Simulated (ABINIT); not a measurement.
# B3Pd (Fm-3m) in ABINIT: single point with PBEsol

Aim: the single point of B3Pd with PBEsol.

Program: ABINIT 10.8.3 (patched build). These are calculated values, not measurements. Logs are shortened: lines on timing, memory, paths and dates and some standing lists are left out, and cuts for length are marked. The log counts tension as positive stress, the text compression.

## Step 1: The structure

The structure is cubic, space group Fm-3m (No. 225). Conventional cell: a = 5.235 Å, b = 5.235 Å, c = 5.235 Å, α = 90.00°, β = 90.00°, γ = 90.00°. B (site symmetry m-3m) is surrounded by 8 B at 2.27 Å. B (site symmetry -43m) is surrounded by 4 B at 2.27 Å and 4 Pd at 2.27 Å. Around Pd (site symmetry m-3m) lie 8 B at 2.27 Å.

The cell was built by a generator and needn't be a form met in nature.

## Step 2: Single point, PBEsol

The input, run.abi:

```
pp_dirpath "./"
pseudos "B.upf, Pd.upf"

acell 3*1.0 Angstrom
rprim
     0.0000000000     2.6176800000     2.6176800000
     2.6176800000     0.0000000000     2.6176800000
     2.6176800000     2.6176800000     0.0000000000
ntypat 2
znucl 5 46
natom 4
typat 1 1 1 2
xred
     0.0000000000     0.0000000000     0.0000000000
     0.2500000000     0.2500000000     0.2500000000
     0.7500000000     0.7500000000     0.7500000000
     0.5000000000     0.5000000000     0.5000000000

ecut 1006.821291 eV

kptopt 1
ngkpt 7 7 7
nshiftk 1
shiftk 0.0 0.0 0.0

ixc -116133

nband 18
occopt 3
tsmear 0.05 eV

nstep 100
tolvrs 1.0e-10

iomode 3
prtwf 0
prtden 0
prteig 0
prtebands 0
```

Potentials or basis: PseudoDojo NC SR PBEsol v0.4 stringent.

The run is started by

```console
abinit run.abi > log 2>&1
```

run.abo:

```text
.Version 10.8.3 of ABINIT
 Symmetries : space group Fm -3 m (#225); Bravais cF (face-center cubic)
================================================================================
 Values of the parameters that define the memory need of the present run
     intxc =       0    ionmov =       0      iscf =       7    lmnmax =       6
     lnmax =       6     mgfft =      40  mpssoang =       3    mqgrid =    3001
     natom =       4  nloc_mem =       1    nspden =       1   nspinor =       1
    nsppol =       1      nsym =      48    n1xccc =    2501    ntypat =       2
    occopt =       3   xclevel =       2
       mpw =        2643          nfft =       64000          nkpt =          20
================================================================================
================================================================================

--------------------------------------------------------------------------------
------------- Echo of variables that govern the present computation ------------
--------------------------------------------------------------------------------
 -outvars: echo values of preprocessed input variables --------
            acell      1.8897261259E+00  1.8897261259E+00  1.8897261259E+00 Bohr
              amu      1.08110000E+01  1.06420000E+02
             ecut      3.70000000E+01 Hartree
              ixc     -116133
         kptrlatt        7    0    0      0    7    0      0    0    7
          kptrlen      4.89698146E+01
            natom           4
            nband          18
            ngfft          40      40      40
             nkpt          20
            nstep         100
             nsym          48
           ntypat           2
           occopt           3
           prtden           0
        prtebands           0
           prteig           0
            prtwf           0
            rprim      0.0000000000E+00  2.6176800000E+00  2.6176800000E+00
                       2.6176800000E+00  0.0000000000E+00  2.6176800000E+00
                       2.6176800000E+00  2.6176800000E+00  0.0000000000E+00
          spgroup         225
           tolvrs      1.00000000E-10
           tsmear      1.83746611E-03 Hartree
            typat      1  1  1  2
           xangst      0.0000000000E+00  0.0000000000E+00  0.0000000000E+00
                       1.3088400000E+00  1.3088400000E+00  1.3088400000E+00
                       3.9265200000E+00  3.9265200000E+00  3.9265200000E+00
                       2.6176800000E+00  2.6176800000E+00  2.6176800000E+00
            xcart      0.0000000000E+00  0.0000000000E+00  0.0000000000E+00
                       2.4733491426E+00  2.4733491426E+00  2.4733491426E+00
                       7.4200474279E+00  7.4200474279E+00  7.4200474279E+00
                       4.9466982853E+00  4.9466982853E+00  4.9466982853E+00
             xred      0.0000000000E+00  0.0000000000E+00  0.0000000000E+00
                       2.5000000000E-01  2.5000000000E-01  2.5000000000E-01
                       7.5000000000E-01  7.5000000000E-01  7.5000000000E-01
                       5.0000000000E-01  5.0000000000E-01  5.0000000000E-01
            znucl        5.00000   46.00000

================================================================================

 chkinp: Checking input parameters for consistency.

================================================================================
== DATASET  1 ==================================================================

--- !DatasetInfo
iteration_state: {dtset: 1, }
dimensions: {natom: 4, nkpt: 20, mband: 18, nsppol: 1, nspinor: 1, nspden: 1, mpw: 2643, }
cutoff_energies: {ecut:  37.0, pawecutdg:  -1.0, }
electrons: {nelect:   2.70000000E+01, charge:   0.00000000E+00, occopt:   3.00000000E+00, tsmear:   1.83746611E-03, }
meta: {optdriver: 0, ionmov: 0, optcell: 0, iscf: 7, paral_kgb: 0, }
...

 Real(R)+Recip(G) space primitive vectors, cartesian coordinates (Bohr,Bohr^-1):
 R(1)=  0.0000000  4.9466983  4.9466983  G(1)= -0.1010775  0.1010775  0.1010775
 R(2)=  4.9466983  0.0000000  4.9466983  G(2)=  0.1010775 -0.1010775  0.1010775
 R(3)=  4.9466983  4.9466983  0.0000000  G(3)=  0.1010775  0.1010775 -0.1010775
 Unit cell volume ucvol=  2.4208967E+02 bohr^3
 Angles (23,13,12)=  6.00000000E+01  6.00000000E+01  6.00000000E+01 degrees

 getcut: wavevector=  0.0000  0.0000  0.0000  ngfft=  40  40  40
         ecut(hartree)=     37.000   => boxcut(ratio)=   2.08816

--- Pseudopotential description ------------------------------------------------
- pspini: atom type   1  psp file is ./B.upf
12 -116133 1 -1 1534                          pspcod,pspxc,lmax,lloc,mmax
     nproj     2     2     0

- pspini: atom type   2  psp file is ./Pd.upf
12 -116133 2 -1 1238                          pspcod,pspxc,lmax,lloc,mmax
     nproj     2     2     2

   9.65985554E+02                                ecore*ucvol(ha*bohr**3)
--------------------------------------------------------------------------------

================================================================================

--- !BeginCycle
iteration_state: {dtset: 1, }
solver: {iscf: 7, nstep: 100, nline: 4, wfoptalg: 0, }
tolerances: {tolvrs: 1.00E-10, }
...

     iter   Etot(hartree)      deltaE(h)  residm     vres2
 ETOT  1  -141.35419498264    -1.414E+02 1.541E-01 9.340E+03
 ETOT  2  -140.49093002109     8.633E-01 2.167E-01 1.860E+04
 ETOT  3  -143.14144879319    -2.651E+00 2.264E-02 1.894E+03
 ETOT  4  -143.39368942761    -2.522E-01 7.331E-02 4.363E+02
 ETOT  5  -143.44157830231    -4.789E-02 5.307E-03 1.560E+02
 ETOT  6  -143.46796446772    -2.639E-02 1.292E-03 4.709E+00
 ETOT  7  -143.46879381870    -8.294E-04 2.442E-03 1.483E-01
 ETOT  8  -143.46882070936    -2.689E-05 1.027E-03 8.827E-04
 ETOT  9  -143.46882080389    -9.453E-08 1.602E-03 3.325E-04
 ETOT 10  -143.46882086191    -5.802E-08 4.445E-04 5.988E-07
 ETOT 11  -143.46882086203    -1.161E-10 5.601E-04 1.206E-09
 ETOT 12  -143.46882086202     1.222E-12 1.575E-04 9.985E-11

 At SCF step   12       vres2   =  9.99E-11 < tolvrs=  1.00E-10 =>converged.

 Cartesian components of stress tensor (hartree/bohr^3)
  sigma(1 1)=  1.60691784E-04  sigma(3 2)=  0.00000000E+00
  sigma(2 2)=  1.60691784E-04  sigma(3 1)=  0.00000000E+00
  sigma(3 3)=  1.60691784E-04  sigma(2 1)=  0.00000000E+00

--- !ResultsGS
iteration_state: {dtset: 1, }
comment   : Summary of ground state results
lattice_vectors:
- [  0.0000000,   4.9466983,   4.9466983, ]
- [  4.9466983,   0.0000000,   4.9466983, ]
- [  4.9466983,   4.9466983,   0.0000000, ]
lattice_lengths: [   6.99569,    6.99569,    6.99569, ]
lattice_angles: [ 60.000,  60.000,  60.000, ] # degrees, (23, 13, 12)
lattice_volume:   2.4208967E+02
convergence: {deltae:  1.222E-12, res2:  9.985E-11, residm:  1.575E-04, diffor: null, }
etotal    :  -1.43468821E+02
entropy   :   0.00000000E+00
fermie    :   4.31047765E-01
cartesian_stress_tensor: # hartree/bohr^3
- [  1.60691784E-04,   0.00000000E+00,   0.00000000E+00, ]
- [  0.00000000E+00,   1.60691784E-04,   0.00000000E+00, ]
- [  0.00000000E+00,   0.00000000E+00,   1.60691784E-04, ]
pressure_GPa:  -4.7277E+00
xred      :
- [  0.0000E+00,   0.0000E+00,   0.0000E+00,  B]
- [  2.5000E-01,   2.5000E-01,   2.5000E-01,  B]
- [  7.5000E-01,   7.5000E-01,   7.5000E-01,  B]
- [  5.0000E-01,   5.0000E-01,   5.0000E-01, Pd]
cartesian_forces: # hartree/bohr
- [  5.31574032E-31,   3.18944419E-31,  -1.06314806E-31, ]
- [ -7.44203644E-31,   7.44203644E-31,  -5.31574032E-31, ]
- [ -3.18944419E-31,  -1.38209248E-30,   7.44203644E-31, ]
- [  5.31574032E-31,   3.18944419E-31,  -1.06314806E-31, ]
force_length_stats: {min:   6.28966876E-31, max:   1.60179407E-30, mean:   1.00970402E-30, }
...

 Integrated electronic density in atomic spheres:
 ------------------------------------------------
 Atom  Sphere_radius  Integrated_density
    1        2.00000          2.05666452
    2        2.00000          2.20262254
    3        2.00000          2.20262254
    4        2.00000         15.27725621
================================================================================

 ----iterations are completed or convergence reached----

 Mean square residual over all n,k,spin=   10.673E-07; max=  15.752E-05
 reduced coordinates (array xred) for    4 atoms
       0.000000000000      0.000000000000      0.000000000000
       0.250000000000      0.250000000000      0.250000000000
       0.750000000000      0.750000000000      0.750000000000
       0.500000000000      0.500000000000      0.500000000000
 rms dE/dt=  4.7039E-30; max dE/dt=  1.2622E-29; dE/dt below (all hartree)
    1       0.000000000000      0.000000000000      0.000000000000
    2       0.000000000000      0.000000000000      0.000000000000
    3       0.000000000000      0.000000000000      0.000000000000
    4       0.000000000000      0.000000000000      0.000000000000

 cartesian coordinates (angstrom) at end:
    1      0.00000000000000     0.00000000000000     0.00000000000000
    2      1.30884000000000     1.30884000000000     1.30884000000000
    3      3.92652000000000     3.92652000000000     3.92652000000000
    4      2.61768000000000     2.61768000000000     2.61768000000000

 cartesian forces (hartree/bohr) at end:
    1      0.00000000000000     0.00000000000000    -0.00000000000000
    2     -0.00000000000000     0.00000000000000    -0.00000000000000
    3     -0.00000000000000    -0.00000000000000     0.00000000000000
    4      0.00000000000000     0.00000000000000    -0.00000000000000
 frms,max,avg= 6.2896688E-31 1.3820925E-30   0.000E+00  0.000E+00  0.000E+00 h/b

 cartesian forces (eV/Angstrom) at end:
    1      0.00000000000000     0.00000000000000    -0.00000000000000
    2     -0.00000000000000     0.00000000000000    -0.00000000000000
    3     -0.00000000000000    -0.00000000000000     0.00000000000000
    4      0.00000000000000     0.00000000000000    -0.00000000000000
 frms,max,avg= 3.2342777E-29 7.1070053E-29   0.000E+00  0.000E+00  0.000E+00 e/A
 length scales=  1.889726125908  1.889726125908  1.889726125908 bohr
              =  1.000000000000  1.000000000000  1.000000000000 angstroms
 Fermi (or HOMO) energy (hartree) =   0.43105   Average Vxc (hartree)=  -0.48028
 Eigenvalues (hartree) for nkpt=  20  k points:
 kpt#   1, nband= 18, wtk=  0.00292, kpt=  0.0000  0.0000  0.0000 (reduced coord)
  -2.74105   -1.48337   -1.48337   -1.48337   -0.10207    0.16842    0.16842    0.16842
   0.25471    0.25471    0.38772    0.38772    0.38772    0.38887    0.51186    0.54085
   0.54085    0.54085
      occupation numbers for kpt#   1
   2.00000    2.00000    2.00000    2.00000    2.00000    2.00000    2.00000    2.00000
   2.00000    2.00000    2.00000    2.00000    2.00000    2.00000    0.00000    0.00000
   0.00000    0.00000
 prteigrs : prtvol=0 or 1, do not print more k-points.

--- !EnergyTerms
iteration_state     : {dtset: 1, }
comment             : Components of total free energy in Hartree
kinetic             :  5.06600541567065E+01
hartree             :  3.63418897708959E+01
xc                  : -2.39805676565704E+01
Ewald energy        : -9.84839120750465E+01
psp_core            :  3.99019729136143E+00
local_psp           : -1.13577456134704E+02
non_local_psp       :  1.58161995450554E+00
internal            : -1.43468174692851E+02
'-kT*entropy'       : -6.46169172757181E-04
total_energy        : -1.43468820862024E+02
total_energy_eV     : -3.90398549873199E+03
band_energy         : -1.02497617533567E+01
...

 Cartesian components of stress tensor (hartree/bohr^3)
  sigma(1 1)=  1.60691784E-04  sigma(3 2)=  0.00000000E+00
  sigma(2 2)=  1.60691784E-04  sigma(3 1)=  0.00000000E+00
  sigma(3 3)=  1.60691784E-04  sigma(2 1)=  0.00000000E+00

-Cartesian components of stress tensor (GPa)         [Pressure= -4.7277E+00 GPa]
- sigma(1 1)=  4.72771549E+00  sigma(3 2)=  0.00000000E+00
- sigma(2 2)=  4.72771549E+00  sigma(3 1)=  0.00000000E+00
- sigma(3 3)=  4.72771549E+00  sigma(2 1)=  0.00000000E+00

== END DATASET(S) ==============================================================
================================================================================

 -outvars: echo values of variables after computation  --------
            acell      1.8897261259E+00  1.8897261259E+00  1.8897261259E+00 Bohr
           etotal     -1.4346882086E+02
            fcart      5.3157403163E-31  3.1894441898E-31 -1.0631480633E-31
                      -7.4420364428E-31  7.4420364428E-31 -5.3157403163E-31
                      -3.1894441898E-31 -1.3820924822E-30  7.4420364428E-31
                       5.3157403163E-31  3.1894441898E-31 -1.0631480633E-31
            rprim      0.0000000000E+00  2.6176800000E+00  2.6176800000E+00
                       2.6176800000E+00  0.0000000000E+00  2.6176800000E+00
                       2.6176800000E+00  2.6176800000E+00  0.0000000000E+00
           strten      1.6069178350E-04  1.6069178350E-04  1.6069178350E-04
                       0.0000000000E+00  0.0000000000E+00  0.0000000000E+00
           xangst      0.0000000000E+00  0.0000000000E+00  0.0000000000E+00
                       1.3088400000E+00  1.3088400000E+00  1.3088400000E+00
                       3.9265200000E+00  3.9265200000E+00  3.9265200000E+00
                       2.6176800000E+00  2.6176800000E+00  2.6176800000E+00
             xred      0.0000000000E+00  0.0000000000E+00  0.0000000000E+00
                       2.5000000000E-01  2.5000000000E-01  2.5000000000E-01
                       7.5000000000E-01  7.5000000000E-01  7.5000000000E-01
                       5.0000000000E-01  5.0000000000E-01  5.0000000000E-01
 Calculation completed.
```

It took 32 s on 1 thread of Arm Neoverse V2, shared host; peak memory 0.08 GiB.

What came out:

- Free energy: -3903.9855 eV
- Pressure: -4.7 GPa
- Band gap on the k mesh: none (metal or under the smearing width)
- Valence electrons inside the program's atomic spheres: B 2.06, 2.20; Pd 15.28

Levels at points of the mesh, in eV from the Fermi level:
```
           k point  band 11  band 12  band 13  band 14  band 15  band 16  band 17  band 18
(0.00, 0.00, 0.00)    -1.18    -1.18    -1.18    -1.15     2.20     2.99     2.99     2.99
```
